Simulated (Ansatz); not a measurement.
# CH5NSiTe: the cost of one run

The runs use Ansatz 0.2.0, Gaussian basis; functionals in def2-TZVPP, the program's frozen cores in correlated methods.

Plan: PBE-D4, r2SCAN-D4, PBE0-D4, B3LYP-D4, ωB97X-V, ωB97M-V, B2PLYP; CCSD(T)/def2-TZVPP; MP2/def2-QZVPP; extrapolation to the limit.

### 1 Structure used throughout

All runs share one geometry, relaxed beforehand with PBE0-D4/def2-TZVP. Te takes the def2 core potential; no spin-orbit term is included.

9 atoms, charge 0, spin multiplicity 1.

Atoms are counted from 1 here; the program's logs count them from 0.

Bond lengths: C1–N2 1.256 Å, C1–H5 1.101 Å, C1–H6 1.096 Å, N2–Si3 1.736 Å, Si3–Te4 2.508 Å, Si3–H7 1.482 Å, Si3–H8 1.481 Å, Te4–H9 1.658 Å. Angles: N2–C1–H5 123.7°, N2–C1–H6 120.0°, H5–C1–H6 116.3°, C1–N2–Si3 127.0°, N2–Si3–Te4 116.0°, N2–Si3–H7 107.6°, N2–Si3–H8 107.2°, Te4–Si3–H7 105.6°, Te4–Si3–H8 109.4°, H7–Si3–H8 111.1°, Si3–Te4–H9 91.3°.

Geometry (Å):

```
C     0.1851    1.4102   -0.9616
N     0.9968    0.5646   -0.5094
Si    0.6135   -0.9250    0.2953
Te   -1.8278   -1.4281    0.5690
H    -0.9089    1.3013   -0.8984
H     0.5546    2.3163   -1.4544
H     1.1580   -2.0321   -0.5258
H     1.2601   -0.8813    1.6267
H    -1.9428   -0.3720    1.8417
```

### 2 PBE-D4 (GGA)

Contents of in.yaml:

```yaml
crystal:
  periodic: [false, false, false]
  atoms:
    - {symbol: C, position_ang: [0.185073, 1.410199, -0.961601]}
    - {symbol: N, position_ang: [0.996754, 0.564604, -0.509375]}
    - {symbol: Si, position_ang: [0.613501, -0.924985, 0.295252]}
    - {symbol: Te, position_ang: [-1.827781, -1.428104, 0.569002]}
    - {symbol: H, position_ang: [-0.908853, 1.301337, -0.898375]}
    - {symbol: H, position_ang: [0.554552, 2.316302, -1.454379]}
    - {symbol: H, position_ang: [1.157984, -2.032127, -0.525754]}
    - {symbol: H, position_ang: [1.260053, -0.881328, 1.626701]}
    - {symbol: H, position_ang: [-1.942782, -0.371998, 1.841731]}
basis:
  gaussian: {orbitals: def2-TZVPP}
hamiltonian: {xc: pbe, dispersion: d4}
output: {forces: true, orbitals: {seedname: orbitals}}
```

Started as:

```
$ ansatz run in.yaml --threads 4 --pin off --events-out ev --progress --plain --max-ram 10444MiB
```

What time and memory should one allow on 4 threads of Intel Xeon Platinum 8259CL at 2.50GHz, shared host?

About 3.6 s, with a peak of 0.29 GiB.
